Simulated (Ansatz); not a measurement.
# SiH3F (SMILES F[SiH3]): wB97X/STO-3G

What is the electronic atomisation energy of SiH3F at wB97X/STO-3G? 

The results are computed with Ansatz 0.2.0.

57 further runs of the same task are left out: 2 that didn't finish, 55 set aside as unsound or not needed.

## 1. Starting point

SiH3F has 5 atoms, charge 0, and is taken as a singlet. As SMILES, `F[SiH3]`. The shape is that of a PBE0-D4/def2-TZVP optimisation.

Bond lengths: F1–Si2 1.600 Å, Si2–H3 1.482 Å, Si2–H4 1.482 Å, Si2–H5 1.482 Å. Angles: F1–Si2–H3 108.3°, F1–Si2–H4 108.3°, F1–Si2–H5 108.3°, H3–Si2–H4 110.6°, H3–Si2–H5 110.6°, H4–Si2–H5 110.6°.

## 2. A single-point energy at wB97X/STO-3G

File run.yaml:

```yaml
crystal:
  periodic: [false, false, false]
  atoms:
    - {symbol: F, position_ang: [-1.274600, 0.162800, 0.858000]}
    - {symbol: Si, position_ang: [0.043300, -0.019300, -0.030700]}
    - {symbol: H, position_ang: [-0.367800, -0.192600, -1.443700]}
    - {symbol: H, position_ang: [0.768600, -1.217900, 0.451600]}
    - {symbol: H, position_ang: [0.880500, 1.193400, 0.123400]}
basis:
  gaussian:
    orbitals: STO-3G
hamiltonian:
  xc: {name: wB97X}
accuracy: high
```

The run is started by

```sh
$ ansatz run run.yaml --threads 1 --pin off --max-ram 2610MiB --events-out events.jsonl --progress --plain --runs-dir runs
```

The log of the run:

```text
Warning: RAYON_NUM_THREADS=1 ignored (pool sized by the plan → 1); use --threads N
Functional definition: wB97X
  name "wB97X"
  parameter omega = 0.3/bohr
  parameter cx = 0.157706
  parameter cx1 = 0.726479
  parameter cx2 = 1.04760
  parameter cx3 = -5.70635
  parameter cx4 = 13.2794
  parameter css1 = -4.33879
  parameter css2 = 18.2308
  parameter css3 = -31.7430
  parameter css4 = 17.2901
  parameter cos1 = 2.37031
  parameter cos2 = -11.3995
  parameter cos3 = 6.58405
  parameter cos4 = -3.78132
  exchange = spin_sum(e_x_unif_sr(omega)*poly(b97_u_x, 1 - cx, cx1, cx2, cx3, cx4)) + cx*exact_x_sr(omega)
      + exact_x_lr(omega)
  correlation = spin_sum(e_c_pw_same_spin*poly(b97_u_same, 1, css1, css2, css3, css4))
      + integral(e_c_pw_opposite_spin*poly(b97_u_opposite, 1, cos1, cos2, cos3, cos4))
291 factors; integrals over basis functions are off by at most 3.3e-8 eV
131 factors; integrals over basis functions are off by at most 9.8e-10 eV
mean field evaluation 1: about -10510.4015 eV, gradient 1.8e1 eV
mean field evaluation 2: about -10511.5865 eV, gradient 8.7e0 eV
mean field evaluation 4: about -10511.8248 eV, gradient 1.8e-1 eV
mean field evaluation 8: about -10511.7901 eV, gradient 1.5e-4 eV
mean field -10511.79006735 eV, -386.3011598277 hartree, gradient 2.8e-8 eV, S^2 0.000000; 0 other end points of the search recorded, 0 dependent functions left out
reference -10511.79006587 eV, -386.3011597735 hartree; 13, 13 occupied and 4, 4 virtual orbitals, 291 factors
Total energy: -10511.79006587 eV, -386.3011597735 hartree
```

It took 4.2 s on 1 thread of Intel Xeon Platinum 8259CL at 2.50GHz (Skylake/Cascade Lake), shared host; peak memory 0.24 GiB.

## 3. The F atom

File in.yaml:

```yaml
crystal:
  periodic: [false, false, false]
  atoms:
    - symbol: F
      position_ang: [0.000000, 0.000000, 0.000000]
basis:
  gaussian: {orbitals: STO-3G}
magnetization: {spin_polarized: true, initial_magnetization: 1}
hamiltonian: {xc: {name: wB97X}}
accuracy: high
```

Run the same way, it converges to -98.27280 Eh (log not shown).

## 4. The H atom at the same level

File run.yaml:

```yaml
crystal:
  periodic: [false, false, false]
  atoms:
    - {symbol: H, position_ang: [0.000000, 0.000000, 0.000000]}
basis:
  gaussian: {orbitals: STO-3G}
magnetization: {spin_polarized: true, initial_magnetization: 1}
hamiltonian: {xc: {name: wB97X}}
accuracy: high
```

Run the same way, it converges to -0.46692 Eh (log not shown).

## 5. The Si atom at the same level

File run.yaml:

```yaml
crystal:
  periodic: [false, false, false]
  atoms:
    - symbol: Si
      position_ang: [0.000000, 0.000000, 0.000000]
basis:
  gaussian: {orbitals: STO-3G}
magnetization: {spin_polarized: true, initial_magnetization: 2}
hamiltonian: {xc: {name: wB97X}}
accuracy: high
```

Run the same way, it converges to -285.93335 Eh (log not shown).

## 6. Summary of results

At wB97X/STO-3G:

```
                     quantity          value
       molecule: total energy  -386.30116 Eh
         F atom: total energy   -98.27280 Eh
                 F atom: ⟨S²⟩          0.750
         H atom: total energy    -0.46692 Eh
                 H atom: ⟨S²⟩          0.750
        Si atom: total energy  -285.93335 Eh
                Si atom: ⟨S²⟩          2.000
electronic atomisation energy      18.891 eV
```

In words: Taking the molecule apart into free atoms costs 18.89 eV (436 kcal/mol), before zero-point energy and without spin-orbit coupling. In a minimal basis such a difference can be off by several eV, whatever the method.
